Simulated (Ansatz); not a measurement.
# BFH5NO2: the cost of one run

Program: Ansatz 0.2.0. Level of theory: RKS BHLYP-D4/def2-SVP. These are calculated values, not measurements.

## (1) The structure to begin with

Bond lengths: N2–H3 1.060 Å, N2–H4 1.060 Å, B1–O5 1.410 Å, O5–H6 1.010 Å, B1–F7 1.320 Å, B1–O8 1.710 Å, O8–H9 1.010 Å, N2–H10 1.135 Å. Angles: H3–N2–H4 120.0°, H3–N2–H10 106.4°, H4–N2–H10 90.3°, B1–O5–H6 109.5°, O5–B1–F7 120.0°, O5–B1–O8 105.4°, F7–B1–O8 92.8°, B1–O8–H9 109.5°.

Structure file:

```xyz
10

B     0.0000    0.0000    0.0000
N     0.0000    0.0000    1.9000
H    -0.8770   -0.2713    2.4300
H     0.8770    0.2713    2.4300
O     1.2211    0.0000   -0.7050
H     1.5209   -0.9519   -0.8599
F    -1.1431    0.0000   -0.6600
O    -0.2139    1.6086    0.5392
H    -1.1525    1.9139    0.3252
H    -0.1432    1.0772    1.5734
```

## (2) A restrained relaxation towards end A

Springs on the bonds that form and break draw the guess towards this end; the thresholds are loose.

input.yaml reads:

```yaml
crystal:
  periodic: [false, false, false]
  atoms:
    - { symbol: B, position_ang: [0.0, 0.0, 0.0] }
    - { symbol: "N", position_ang: [0.0, 0.0, 1.9] }
    - { symbol: H, position_ang: [-0.877, -0.2713, 2.43] }
    - { symbol: H, position_ang: [0.877, 0.2713, 2.43] }
    - { symbol: O, position_ang: [1.2211, 0.0, -0.705] }
    - { symbol: H, position_ang: [1.5209, -0.9519, -0.8599] }
    - { symbol: F, position_ang: [-1.1431, 0.0, -0.66] }
    - { symbol: O, position_ang: [-0.2139, 1.6086, 0.5392] }
    - { symbol: H, position_ang: [-1.1525, 1.9139, 0.3252] }
    - { symbol: H, position_ang: [-0.1432, 1.0772, 1.5734] }
basis:
  gaussian: { orbitals: def2-SVP }
hamiltonian:
  xc: { name: BHLYP }
  dispersion: d4
relax:
  f_tol: 0.15
  max_steps: 25
  restrain:
    - { distance: [0, 7], at: 2.61, k: 30.0 }
    - { distance: [9, 1], at: 2.26, k: 30.0 }
    - { distance: [0, 1], at: 1.55, k: 30.0 }
    - { distance: [9, 7], at: 1.01, k: 30.0 }
output:
  orbitals: {}
```

Started as:

```sh
ansatz run input.yaml --threads 2 --pin off --max-ram 3072MiB --backend cpu --events-out ev --progress --plain --runs-dir out
```

Q: Estimate wall time and peak memory on 2 threads of Arm Neoverse V2, shared host.

About 29 s, with a peak of 0.19 GiB.
